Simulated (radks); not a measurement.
**Ionising erbium step by step, Er²¹⁺ to Er²⁴⁺**

How much does each further electron of erbium cost? Each ion is computed in its NIST ground configuration. Each value is a difference of total energies (Δ-SCF).

The numbers are computed with radks (a radial shooting solver on a logarithmic mesh, Libxc functionals) version 1 (scalar-relativistic Kohn-Sham, PBEsol, spin-polarised, spherical densities, finite nucleus; open shells are filled with parallel spins first), except any that are marked as measured or tabulated.

### 1 What is computed

```
element             : erbium (Z = 68)
charges             : 21 to 24
first configuration : [Kr] 4d10 4f1
last configuration  : [Kr] 4d8
```

Outer shells as boxes (Hund's rule):

Er²¹⁺
```
[Kr] core
4d [↑↓][↑↓][↑↓][↑↓][↑↓]
4f [↑ ][  ][  ][  ][  ][  ][  ]
```

Er²⁴⁺
```
[Kr] core
4d [↑↓][↑↓][↑↓][↑ ][↑ ]
```

### 2 Er²¹⁺, [Kr] 4d10 4f1

Input:

```text
Z 68
configuration [Kr] 4d10 4f1 5s0 5p0
relativity scalar-relativistic
functional pbe_sol,pbe_sol
spin polarised
nucleus finite rms 5.2516 fm
c 137.035999084
```

### 3 Er²²⁺, [Kr] 4d10

Input: that of step 2 with these lines changed.

```diff
@@ -1,3 +1,3 @@
 Z 68
-configuration [Kr] 4d10 4f1 5s0 5p0
+configuration [Kr] 4d10 5s0 5p0
 relativity scalar-relativistic
```

### 4 Er²³⁺, [Kr] 4d9

Input: that of step 3 with these lines changed.

```diff
@@ -1,3 +1,3 @@
 Z 68
-configuration [Kr] 4d10 5s0 5p0
+configuration [Kr] 4d9
 relativity scalar-relativistic
```

### 5 Er²⁴⁺, [Kr] 4d8

Input: that of step 4 with these lines changed.

```diff
@@ -1,3 +1,3 @@
 Z 68
-configuration [Kr] 4d9
+configuration [Kr] 4d8
 relativity scalar-relativistic
```

What does the calculation give? Wanted: for each run, species; configuration; Δ-SCF; −ε(HOMO); NIST; error.

**Answer**, as computed:

```
species  configuration  Δ-SCF (eV)  −ε(HOMO) (eV)     NIST (eV)  error (%)
  Er²¹⁺  [Kr] 4d10 4f1      561.60         540.86  555 (theory)       +1.2
  Er²²⁺      [Kr] 4d10      773.88         753.42  770 (theory)       +0.5
  Er²³⁺       [Kr] 4d9      815.87         795.17  810 (theory)       +0.7
```

Reference values: NIST Atomic Spectra Database (exp. measured, semi-emp. semi-empirical, theory a theoretical value adopted there). The steepest step, after dividing by the final charge, comes at Er²²⁺ in [Kr] 4d10, where the value goes from 561.60 to 773.88 eV. There the highest level belongs to another shell. Minus the highest eigenvalue gives 96 to 97 % of the Δ-SCF value along the ladder. Open shells are spherical and high-spin; term and fine-structure splittings are not resolved. Spin-orbit splitting is averaged out at the scalar-relativistic level.
